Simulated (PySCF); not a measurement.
# Solver options tried on BeP (quartet)

The same problem is solved with other solver options, one edit a run.

Computed with PySCF 2.14.0. Level: method and basis as typed in the scripts.

3 further runs of the same task are left out: 3 that didn't finish.

## Step 1: The system as given

BeP (quartet): 2 atoms, charge 0, spin multiplicity 4.

Bond lengths: Be1–P2 1.823 Å.

## Step 2: Base script

input.py

```python
from pyscf import gto, dft
from pyscf.prop.polarizability import uhf as pol

mol = gto.M(
    atom='Be 0 0 0; P 0 0 1.823',
    basis='6-31g',
    charge=0,
    spin=3,
    symmetry=True,
    verbose=4,
)
mf = dft.UKS(mol, xc='pbe')
mf.kernel()
print('polarizability (a.u.)')
print(pol.Polarizability(mf).polarizability().round(4))
mf.dip_moment()
print('orbital energies (hartree):', [e[max(0, n-3):n+3].round(4) for e, n in zip(mf.mo_energy, mol.nelec)])
```

Command:

```console
OMP_NUM_THREADS=1 python input.py
```

The log of this run is left out.

Base result: E(SCF) = -355.733788 Eh, 7 cycles, ⟨S²⟩ = 3.751, μ = 0.17 D, α(xx, yy, zz) = 34.4, 34.4, 52.7 bohr³.

The bond length is a typed value, not an optimised one. The quartet is typed in the script; nothing here shows that it is the ground state.

## Step 3: Cycle limit 8

Edit 1 changes cycle limit: 50 → 8.

input.py

```python
from pyscf import gto, dft
from pyscf.prop.polarizability import uhf as pol

mol = gto.M(
    atom='Be 0 0 0; P 0 0 1.823',
    basis='6-31g',
    charge=0,
    spin=3,
    symmetry=True,
    verbose=4,
)
mf = dft.UKS(mol, xc='pbe')
mf.max_cycle = 8
mf.kernel()
print('polarizability (a.u.)')
print(pol.Polarizability(mf).polarizability().round(4))
mf.dip_moment()
print('orbital energies (hartree):', [e[max(0, n-3):n+3].round(4) for e, n in zip(mf.mo_energy, mol.nelec)])
```

Command:

```console
OMP_NUM_THREADS=1 python input.py
```

## Step 4: Initial guess 1e

Edit 2 changes initial guess: minao → 1e.

input.py: that of step 2 with these lines changed.

```diff
@@ -12,2 +12,3 @@
 mf = dft.UKS(mol, xc='pbe')
+mf.init_guess = '1e'
 mf.kernel()
```

Before running it: what results should come out? Wanted: for each run, E(SCF); from base; gap, α spin; SCF dipole.

As calculated:

```
             run  E(SCF) (hartree)  from base (eV)  cycles  gap, α spin (eV)  SCF dipole (D)
            base       -355.733788               0       7              2.93            0.17
   cycle limit 8       -355.733788          0.0000       7              2.93            0.17
initial guess 1e       -355.733788          0.0000       9              2.93            0.17
```

Distance from each run's final energy (log10 hartree) by cycle:

```
             run  cycle 1  cycle 2  cycle 3  cycle 5  cycle 8  cycle 12
            base     -2.8     -4.2     -5.2     -6.7     done      done
   cycle limit 8     -2.8     -4.2     -5.2     -6.7     done      done
initial guess 1e      0.4      0.2     -0.9     -3.0     -9.2      done
```

In words: The SCF energy stays the same, to the digits that matter, with cycle limit 8 or initial guess 1e. With cycle limit 8, initial guess 1e the path hardly changes: 7 to 9 cycles against 7.
